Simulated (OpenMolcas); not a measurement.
# Sn: CASSCF and CASPT2 terms and fine-structure levels, part 2 of 2

Wanted: the level scheme of Sn from active-space wave functions, then second-order correlation under several settings.

OpenMolcas 26.06; ANO-R2, X2C, active space 2 electrons in 3 orbitals (5p), orbitals: per spin and parity.

### 7 CASPT2: IPEA 0.25, imaginary shift 0.3 (closed shells correlated: 4d 5s)

a.inp reads:

```
>>> COPY JOB001 $Project.JobIph
&CASPT2
Multistate=3 1 2 3
Frozen=9 9
IPEA=0.25
Imaginary=0.3
MaxIter=60
WThr=0.0 0.3 0.05
PrWF=0.5
NoMix
>>> COPY JOB002 $Project.JobIph
&CASPT2
Multistate=6 1 2 3 4 5 6
Frozen=9 9
IPEA=0.25
Imaginary=0.3
MaxIter=60
WThr=0.0 0.3 0.05
PrWF=0.5
NoMix
```

On the command line:

```bash
$ OMP_NUM_THREADS=1 MOLCAS_MEM=1689 MOLCAS_PROJECT=a pymolcas a.inp > a.log
```

Log:

```text
Orbital specifications:
      -----------------------

      Symmetry species                           1   2
                                                ag  au
      Frozen orbitals                            9   9
      Inactive orbitals                          6   0
      Active orbitals                            0   3
      Secondary orbitals                        21  20
      Deleted orbitals                           0   0
      Number of basis functions                 36  32
Type of calculation                        MS-CASPT2
      Fock operator                              state-specific
      IPEA shift                                 0.25
      Real shift                                 0.00
      Imaginary shift                            0.30
      The input orbitals will be transformed to quasi-canonical
Reference energy:       -6173.8223024335
      E2 (Non-variational):      -0.4870931397
      Shift correction:          -0.0029587898
      E2 (Variational):          -0.4900519295
      Total energy:           -6174.3123543630
      Residual norm:              0.0000005780
      Reference weight:           0.91086
      Contributions to the CASPT2 correlation energy
      Active & Virtual Only:         -0.0035157120
      One Inactive Excited:          -0.0582976947
      Two Inactive Excited:          -0.4252797331
Reference energy:       -6173.8223024335
      E2 (Non-variational):      -0.4870931397
      Shift correction:          -0.0029587898
      E2 (Variational):          -0.4900519295
      Total energy:           -6174.3123543630
      Residual norm:              0.0000005780
      Reference weight:           0.91086
      Contributions to the CASPT2 correlation energy
      Active & Virtual Only:         -0.0035157120
      One Inactive Excited:          -0.0582976947
      Two Inactive Excited:          -0.4252797331
::    CASPT2 Root  1     Total energy:  -6174.31235436
::    CASPT2 Root  2     Total energy:  -6174.31235436
::    CASPT2 Root  3     Total energy:  -6174.31235436
::    MS-CASPT2 Root  1     Total energy:  -6174.31235436
::    MS-CASPT2 Root  2     Total energy:  -6174.31235436
::    MS-CASPT2 Root  3     Total energy:  -6174.31235436
Orbital specifications:
      -----------------------

      Symmetry species                           1   2
                                                ag  au
      Frozen orbitals                            9   9
      Inactive orbitals                          6   0
      Active orbitals                            0   3
      Secondary orbitals                        21  20
      Deleted orbitals                           0   0
      Number of basis functions                 36  32
Type of calculation                        MS-CASPT2
      Fock operator                              state-specific
      IPEA shift                                 0.25
      Real shift                                 0.00
      Imaginary shift                            0.30
      The input orbitals will be transformed to quasi-canonical
Reference energy:       -6173.7872053379
      E2 (Non-variational):      -0.4930495973
      Shift correction:          -0.0034741140
      E2 (Variational):          -0.4965237113
      Total energy:           -6174.2837290492
      Residual norm:              0.0000002909
      Reference weight:           0.90626
      Contributions to the CASPT2 correlation energy
      Active & Virtual Only:         -0.0072390270
      One Inactive Excited:          -0.0592529570
      Two Inactive Excited:          -0.4265576133
Reference energy:       -6173.7872053379
      E2 (Non-variational):      -0.4930533368
      Shift correction:          -0.0034743408
      E2 (Variational):          -0.4965276776
      Total energy:           -6174.2837330156
      Residual norm:              0.0000002911
      Reference weight:           0.90626
      Contributions to the CASPT2 correlation energy
      Active & Virtual Only:         -0.0072390180
      One Inactive Excited:          -0.0592527608
      Two Inactive Excited:          -0.4265615579
::    CASPT2 Root  1     Total energy:  -6174.28372905
::    CASPT2 Root  2     Total energy:  -6174.28373302
::    CASPT2 Root  3     Total energy:  -6174.28373255
::    CASPT2 Root  4     Total energy:  -6174.28373370
::    CASPT2 Root  5     Total energy:  -6174.28336890
::    CASPT2 Root  6     Total energy:  -6174.24233593
::    MS-CASPT2 Root  1     Total energy:  -6174.28375490
::    MS-CASPT2 Root  2     Total energy:  -6174.28373850
::    MS-CASPT2 Root  3     Total energy:  -6174.28373280
::    MS-CASPT2 Root  4     Total energy:  -6174.28370424
::    MS-CASPT2 Root  5     Total energy:  -6174.28342627
::    MS-CASPT2 Root  6     Total energy:  -6174.24227643
```

This run took 0.93 s in all on 1 thread, shared host.

SS-CASPT2: lowest energy less the reference's lowest, -0.4901 hartree; reference weights 0.899 to 0.911. These are the single-state energies of the run (the lines without MS-).

Fine-structure levels, from the RASSI matrix with the averaged CASPT2 term energies on its diagonal:

```csv
Configuration,Term,J,E (cm-1),g,Leading %,Second
5s2 5p2,3P,0,0.0,,98,2 1S
5s2 5p2,3P,1,1444,1.501,100,
5s2 5p2,3P,2,3100,1.472,94,6 1D
5s2 5p2,1D,2,9090,1.029,94,6 3P
5s2 5p2,1S,0,18260,,98,2 3P
```

### 8 Levels by method

A. CASSCF
B. SS-CASPT2, IPEA 0.25, imaginary shift 0.1 (closed shells correlated: 4d 5s)
C. SS-CASPT2, IPEA 0.25, imaginary shift 0.3 (closed shells correlated: 4d 5s)

Energies in cm-1 above each method's lowest level; measured values from NIST Handbook of Basic Atomic Spectroscopic Data.

| level | A | B | C | measured |
| --- | --- | --- | --- | --- |
| 5s2 5p2 3P0 | 0.0 | 0.0 | 0.0 | 0.0 |
| 5s2 5p2 3P1 | 1369 | 1446 | 1444 | 1692 |
| 5s2 5p2 3P2 | 3089 | 3100 | 3100 | 3428 |
| 5s2 5p2 1D2 | 10356 | 9080 | 9090 | 8613 |
| 5s2 5p2 1S0 | 21803 | 18210 | 18260 | 17162 |

Mean absolute deviation from the 4 measured excited levels that all methods hold: A 1800 cm⁻¹, B 520 cm⁻¹, C 540 cm⁻¹.

### 9 Summary of results

The summary covers parts 1 to 2.

```
                                                                                      quantity                                                                        value
                                                                                        method  SS-CASPT2, IPEA 0.25, imaginary shift 0.1 (closed shells correlated: 4d 5s)
                                                                                  lowest level                                               5s2 5p2 3P0, 98 % of that term
                                                                   ground level listed by NIST                                                                          3P0
                                                                           first excited level                                                     5s2 5p2 3P1 at 1446 cm-1
                                                                  lowest level of another term                                                     5s2 5p2 1D2 at 9080 cm-1
                                                       spin-orbit lowering of the lowest level                                                                    2447 cm-1
strongest of the lines computed, by gA (one parity, so forbidden lines), at SS-CASPT2 energies                        5s2 5p2 1S0 → 5s2 5p2 3P1, 596.6 nm, A = 6.23e+00 s⁻¹
```

Cost and accuracy by method:

| method | time of its own steps | time with the reference | mean absolute difference from the measured levels (cm-1) |
| --- | --- | --- | --- |
| A. CASSCF | 1.8 s | 1.8 s | 1800 |
| B. SS-CASPT2, IPEA 0.25, imaginary shift 0.1, +4d 5s | 0.88 s | 2.7 s | 520 |
| C. SS-CASPT2, IPEA 0.25, imaginary shift 0.3, +4d 5s | 0.93 s | 2.7 s | 540 |

Times are of one thread on a shared host.

**Reading.** The multiplet 3P is regular; its intervals divided by the larger J differ by 55 % of their mean, where Landé's rule for pure LS coupling makes them equal. Second-order correlation (method B) scales the levels of the lowest configuration above 5000 cm⁻¹ by 0.84 to 0.88. Method B lies closest to the measured levels (520 cm⁻¹ on average, level with C) and A farthest (1800). Only the configurations of the active space and the roots asked for are present. CASPT2 does not keep the components of a term degenerate, and the means are used. With the s shell closed, the highest p terms come out too high. Levels of other configurations are missing from the list.
